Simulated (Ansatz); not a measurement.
# C₄H₁₃NSi: small, medium and large basis sets

The task here is to estimate one member of a computed series from the others.

Program: Ansatz 0.2.0, Gaussian basis. Level of theory: one geometry, several basis sets. These are calculated values, not measurements.

Plan: PBE0-D4/def2-SVP; ωB97M-V/def2-SVP; PBE0-D4/def2-QZVPP; ωB97M-V/def2-QZVPP; the functionals' def2-TZVPP values are taken from earlier runs.

## The relaxed structure

The geometry comes from an earlier relaxation with PBE0-D4 in a triple-zeta def2 set; it is a stationary point, not always the lowest conformer.

SMILES `CN(C)[SiH](C)C`, 19 atoms, charge 0, spin multiplicity 1.

Atoms are counted from 1 here; the program's logs count them from 0.

Bond lengths: C1–N2 1.440 Å, C1–H7 1.098 Å, C1–H8 1.102 Å, C1–H9 1.092 Å, N2–C3 1.441 Å, N2–Si4 1.727 Å, C3–H10 1.093 Å, C3–H11 1.102 Å, C3–H12 1.098 Å, Si4–C5 1.876 Å, Si4–C6 1.869 Å, Si4–H13 1.492 Å, C5–H14 1.093 Å, C5–H15 1.094 Å, C5–H16 1.094 Å, C6–H17 1.092 Å, C6–H18 1.093 Å, C6–H19 1.094 Å. Angles: N2–C1–H7 110.6°, N2–C1–H8 112.8°, N2–C1–H9 110.8°, H7–C1–H8 107.2°, H7–C1–H9 107.4°, H8–C1–H9 107.8°, C1–N2–C3 113.1°, C1–N2–Si4 122.1°, C3–N2–Si4 120.3°, N2–C3–H10 110.4°, N2–C3–H11 112.9°, N2–C3–H12 110.7°, H10–C3–H11 107.9°, H10–C3–H12 107.6°, H11–C3–H12 107.2°, N2–Si4–C5 114.2°, N2–Si4–C6 109.8°, N2–Si4–H13 105.4° and more.

The first run:

Input file in.yaml:

```yaml
crystal:
  periodic: [false, false, false]
  atoms:
    - {symbol: C, position_ang: [0.368494, -1.645496, 0.855262]}
    - {symbol: N, position_ang: [0.840375, -0.470959, 0.168321]}
    - {symbol: C, position_ang: [1.952877, -0.736111, -0.707897]}
    - {symbol: Si, position_ang: [-0.167435, 0.906342, -0.094639]}
    - {symbol: C, position_ang: [-1.390354, 0.707524, -1.502803]}
    - {symbol: C, position_ang: [-1.099451, 1.315747, 1.472565]}
    - {symbol: H, position_ang: [1.174807, -2.096763, 1.448285]}
    - {symbol: H, position_ang: [-0.003495, -2.422156, 0.167964]}
    - {symbol: H, position_ang: [-0.440917, -1.393824, 1.543500]}
    - {symbol: H, position_ang: [2.303063, 0.190056, -1.169713]}
    - {symbol: H, position_ang: [1.702719, -1.442659, -1.515361]}
    - {symbol: H, position_ang: [2.793402, -1.166711, -0.147790]}
    - {symbol: H, position_ang: [0.764265, 2.015341, -0.453593]}
    - {symbol: H, position_ang: [-0.877964, 0.476387, -2.440342]}
    - {symbol: H, position_ang: [-2.098414, -0.101098, -1.299403]}
    - {symbol: H, position_ang: [-1.966057, 1.625311, -1.655116]}
    - {symbol: H, position_ang: [-0.423217, 1.398458, 2.326152]}
    - {symbol: H, position_ang: [-1.858249, 0.564274, 1.706020]}
    - {symbol: H, position_ang: [-1.616249, 2.272240, 1.355089]}
basis:
  gaussian: {orbitals: def2-SVP}
hamiltonian: {xc: pbe0, dispersion: d4}
output: {orbitals: {seedname: orbitals}}
```

The run is started by

```bash
$ ansatz run in.yaml --threads 2 --pin off --events-out ev --progress --plain --max-ram 32768MiB --backend cpu
```

Steps of the session up to this table: PBE0-D4 in def2-SVP; ωB97M-V in def2-SVP; PBE0-D4 in def2-QZVPP; ωB97M-V in def2-QZVPP.

One of the session's tables, all rows but one given; the rest of the session is left out.

It belongs to the step «Density functionals: the series». 

```
functional       basis  HOMO (eV)  LUMO (eV)
   PBE0-D4    def2-SVP          ?          ?
   PBE0-D4  def2-TZVPP      -6.10       1.01
   PBE0-D4  def2-QZVPP      -6.12       0.53
   ωB97M-V    def2-SVP      -8.28       3.16
   ωB97M-V  def2-TZVPP      -8.41       2.39
   ωB97M-V  def2-QZVPP      -8.42       1.63
```

Q: Estimate the row for PBE0-D4, def2-SVP from the others.

As computed: HOMO (eV): -5.98; LUMO (eV): 1.57. In the column «HOMO (eV)» it is the highest.
